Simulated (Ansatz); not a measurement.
# Eu: how the settings move a single-point run

How sensitive is a single-point run of Eu to its settings? A reference run comes first, then two runs with altered input.

Program: Ansatz 0.2.0. Level of theory: reference: DFT, PBEsol, PAW with Ansatz's default frozen-core files, scalar-relativistic. These are calculated values, not measurements.

## Step 1: The system as given

It takes space group Fm-3m (No. 225, cubic). Conventional cell: a = 5.579 Å, b = 5.579 Å, c = 5.579 Å, α = 90.00°, β = 90.00°, γ = 90.00°. Around Eu (site symmetry m-3m) lie 12 Eu at 3.94 Å.

As a file:

```cif
data_structure
_symmetry_space_group_name_H-M 'Fm-3m'
_symmetry_Int_Tables_number 225
_cell_length_a 5.5786
_cell_length_b 5.5786
_cell_length_c 5.5786
_cell_angle_alpha 90.000
_cell_angle_beta 90.000
_cell_angle_gamma 90.000
_cell_volume 173.61
loop_
_atom_site_label
_atom_site_type_symbol
_atom_site_symmetry_multiplicity
_atom_site_Wyckoff_symbol
_atom_site_fract_x
_atom_site_fract_y
_atom_site_fract_z
_atom_site_occupancy
Eu1 Eu 4 a 0.00000 0.00000 0.00000 1
```

## Step 2: Baseline

input.yaml

```yaml
crystal:
  lattice:
    - [0.0, 2.7893026914, 2.7893026914]
    - [2.7893026914, 0.0, 2.7893026914]
    - [2.7893026914, 2.7893026914, 0.0]
  atoms:
    - { symbol: Eu, position: [0.0, 0.0, 0.0], spin: 7.2, spin_axis: [1.0, 0.0, 0.0] }
magnetization:
  noncollinear: true
  spin_spiral: { q: [0.0, 0.0, 0.0] }
kpoints:
  mp_grid: { grid: [8, 8, 8] }
scf:
  occupations: { method: fermi_dirac, width: 0.08 }
hamiltonian:
  xc: pbesol
  pseudopotentials: { kind: paw }
output:
  eigenvalues: false
```

Launch:

```
ansatz run input.yaml --threads 2 --pin off --max-ram 5120MiB --backend cpu --events-out ev --progress --plain --runs-dir out
```

## Step 3: Variant: mp_grid.grid [4, 4, 4]

Edit input.yaml of step 2 so:

```diff
@@ -11,3 +11,3 @@
 kpoints:
-  mp_grid: { grid: [8, 8, 8] }
+  mp_grid: { grid: [4, 4, 4] }
 scf:
```

## Step 4: Variant: q [0.125, 0.125, 0.25], mp_grid.grid [4, 4, 4]

Edit input.yaml of step 2 so:

```diff
@@ -9,5 +9,5 @@
   noncollinear: true
-  spin_spiral: { q: [0.0, 0.0, 0.0] }
+  spin_spiral: { q: [0.125, 0.125, 0.25] }
 kpoints:
-  mp_grid: { grid: [8, 8, 8] }
+  mp_grid: { grid: [4, 4, 4] }
 scf:
```

Before running it: what results should come out? Wanted: for each run, ending; energy change; abs. moment.

**Answer**, as computed:

| run | ending | energy change | abs. moment (μB) | cycles | time |
| --- | --- | --- | --- | --- | --- |
| reference | converged | 0 | 7.51 | 19 | 8.9 s |
| 1: mp_grid.grid [4, 4, 4] | converged | +4.5 meV/atom | 7.21 | 23 | 4.9 s |
| 2: q [0.125, 0.125, 0.25], mp_grid.grid [4, 4, 4] | converged | +14.0 meV/atom | 7.47 | 20 | 6.8 s |

Residual by cycle in the longest SCF loop of each run; runs are numbered as in the table. The quantity is the density residual dr2, in eV.

```
cycle  reference    run 1   run 2
    1       2.53     2.52    2.54
    3     0.0142  0.00759   0.021
    4      0.162    0.229   0.113
    6      0.191    0.132   0.245
    8     0.0227    0.228  0.0337
   10     1.3e-4    0.868  5.3e-4
   11     9.3e-5  0.00412  3.4e-5
   13     5.0e-6   3.6e-4  6.2e-5
   15     2.7e-4    0.065  9.7e-6
   17     2.2e-9   2.7e-5  1.7e-6
   18          -   1.7e-6  2.8e-8
   20          -   2.5e-8       -
```

What this shows: Of the converged runs whose energies compare with the reference's, «q [0.125, 0.125, 0.25], mp_grid.grid [4, 4, 4]» moves the energy most (+14.0 meV/atom) and «mp_grid.grid [4, 4, 4]» least (+4.5 meV/atom).
